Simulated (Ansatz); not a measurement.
# CH₃Cl₃SZr: how energies converge with the basis set

One table from this session's results is given with a row withheld; the runs are named, their logs left out.

Program: Ansatz 0.2.0, Gaussian basis. Level of theory: one geometry, several basis sets. These are calculated values, not measurements.

The runs, in order: PBE0-D4/def2-SVP; ωB97M-V/def2-SVP; PBE0-D4/def2-QZVPP; ωB97M-V/def2-QZVPP; the functionals' def2-TZVPP values are taken from earlier runs.

**The geometry**

An earlier PBE0-D4 in a triple-zeta def2 set relaxation fixed the geometry. Zr takes the def2 core potential; no spin-orbit term is included.

9 atoms, charge 0, spin multiplicity 1.

Atoms are counted from 1 here; the program's logs count them from 0.

Bond lengths: C1–S2 1.826 Å, C1–H7 1.089 Å, C1–H8 1.099 Å, C1–H9 1.089 Å, S2–Zr3 2.381 Å, Zr3–Cl4 2.336 Å, Zr3–Cl5 2.319 Å, Zr3–Cl6 2.336 Å. Angles: S2–C1–H7 108.7°, S2–C1–H8 114.1°, S2–C1–H9 108.7°, H7–C1–H8 107.2°, H7–C1–H9 110.9°, H8–C1–H9 107.2°, C1–S2–Zr3 88.1°, S2–Zr3–Cl4 109.0°, S2–Zr3–Cl5 106.4°, S2–Zr3–Cl6 109.0°, Cl4–Zr3–Cl5 111.1°, Cl4–Zr3–Cl6 110.1°, Cl5–Zr3–Cl6 111.1°.

As a file:

```xyz
9
charge 0, multiplicity 1
C    -0.06819   -1.25097    0.91193
S     1.40038   -0.82210   -0.08483
Zr    0.21432    1.08862   -0.86698
Cl   -1.72446    0.38479   -1.96458
Cl    1.64181    2.19656   -2.32030
Cl   -0.34232    2.43760    0.95759
H     0.21391   -1.26265    1.96319
H    -0.90398   -0.54441    0.80738
H    -0.43147   -2.22745    0.59659
```

The first run:

The input, in.yaml:

```yaml
crystal:
  periodic: [false, false, false]
  atoms:
    - {symbol: C, position_ang: [-0.068189, -1.250968, 0.911929]}
    - {symbol: S, position_ang: [1.400380, -0.822099, -0.084833]}
    - {symbol: Zr, position_ang: [0.214316, 1.088619, -0.866977]}
    - {symbol: Cl, position_ang: [-1.724464, 0.384787, -1.964577]}
    - {symbol: Cl, position_ang: [1.641808, 2.196562, -2.320300]}
    - {symbol: Cl, position_ang: [-0.342319, 2.437604, 0.957592]}
    - {symbol: H, position_ang: [0.213909, -1.262647, 1.963187]}
    - {symbol: H, position_ang: [-0.903983, -0.544407, 0.807381]}
    - {symbol: H, position_ang: [-0.431468, -2.227452, 0.596589]}
basis:
  gaussian: {orbitals: def2-SVP}
hamiltonian: {xc: pbe0, dispersion: d4}
output: {orbitals: {seedname: orbitals}}
```

Started as:

```bash
> ansatz run in.yaml --threads 4 --pin off --events-out ev --progress --plain --max-ram 11315MiB
```

Steps of the session up to this table: PBE0-D4 in def2-SVP; ωB97M-V in def2-SVP; PBE0-D4 in def2-QZVPP; ωB97M-V in def2-QZVPP.

One table of the session follows, with a row left open; its other results are not shown here.

It belongs to the step «Functionals by basis». 

| functional | basis | HOMO (eV) | LUMO (eV) |
| --- | --- | --- | --- |
| PBE0-D4 | def2-SVP | -7.86 | -2.50 |
| PBE0-D4 | def2-TZVPP | -7.83 | -2.51 |
| PBE0-D4 | def2-QZVPP | -7.84 | -2.51 |
| ωB97M-V | def2-SVP | -9.93 | -0.38 |
| ωB97M-V | def2-TZVPP | -9.95 | -0.44 |
| ωB97M-V | def2-QZVPP | ? | ? |

**Question.** Estimate the row for ωB97M-V, def2-QZVPP.

As computed: HOMO (eV): -9.97; LUMO (eV): -0.47. In the column «HOMO (eV)» it is the lowest.
